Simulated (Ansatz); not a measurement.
# C2H7ClSi: the cost of one run

Method: the settings change from run to run; program: Ansatz 0.2.0, Gaussian basis.

## (1) The molecule

The geometry comes from an earlier relaxation with PBE0-D4 in a triple-zeta def2 set; it is a stationary point, not always the lowest conformer.

11 atoms, charge 0, spin multiplicity 1.

Atoms are counted from 1 here; the program's logs count them from 0.

Bond lengths: Si1–C2 1.884 Å, Si1–H5 1.488 Å, Si1–H6 1.486 Å, Si1–H7 1.488 Å, C2–C3 1.508 Å, C2–H8 1.094 Å, C2–H9 1.094 Å, C3–Cl4 1.793 Å, C3–H10 1.090 Å, C3–H11 1.090 Å. Angles: C2–Si1–H5 110.3°, C2–Si1–H6 109.7°, C2–Si1–H7 110.3°, H5–Si1–H6 109.1°, H5–Si1–H7 108.4°, H6–Si1–H7 109.1°, Si1–C2–C3 112.7°, Si1–C2–H8 108.5°, Si1–C2–H9 108.5°, C3–C2–H8 110.1°, C3–C2–H9 110.1°, H8–C2–H9 106.8°, C2–C3–Cl4 112.1°, C2–C3–H10 112.0°, C2–C3–H11 112.0°, Cl4–C3–H10 105.9°, Cl4–C3–H11 105.9°, H10–C3–H11 108.6°.

## (2) r2SCANh/aug-cc-pVTZ

Options: finite nuclei, a point charge of 1.00 e beside it, D4 dispersion, high accuracy.

in.yaml

```yaml
crystal:
  periodic: [false, false, false]
  atoms:
    - {symbol: Si, position_ang: [0.040707, 1.524014, 0.047075]}
    - {symbol: C, position_ang: [-0.579164, -0.246411, 0.226314]}
    - {symbol: C, position_ang: [0.438171, -1.266274, -0.219489]}
    - {symbol: Cl, position_ang: [-0.166437, -2.945128, -0.043290]}
    - {symbol: H, position_ang: [0.371266, 1.813134, -1.374401]}
    - {symbol: H, position_ang: [-1.009383, 2.470694, 0.503661]}
    - {symbol: H, position_ang: [1.266809, 1.726383, 0.865105]}
    - {symbol: H, position_ang: [-0.847664, -0.415542, 1.273444]}
    - {symbol: H, position_ang: [-1.498860, -0.352507, -0.356856]}
    - {symbol: H, position_ang: [0.697027, -1.150686, -1.271922]}
    - {symbol: H, position_ang: [1.352930, -1.214478, 0.370860]}
basis:
  gaussian: {orbitals: aug-cc-pVTZ, nuclear_model: gaussian, point_charges: [{charge: 1.00, position_ang: [5.219, -0.173, -0.712]}]}
hamiltonian: {xc: {name: r2SCANh}, dispersion: d4}
accuracy: high
output: {forces: true}
```

Launch:

```
ansatz run in.yaml --threads 4 --pin off --events-out ev --progress --plain --max-ram 10444MiB
```

Q: Estimate wall time and peak memory on 4 threads of Intel Xeon Platinum 8259CL at 2.50GHz, shared host.

About 56 s, with a peak of 4.3 GiB.
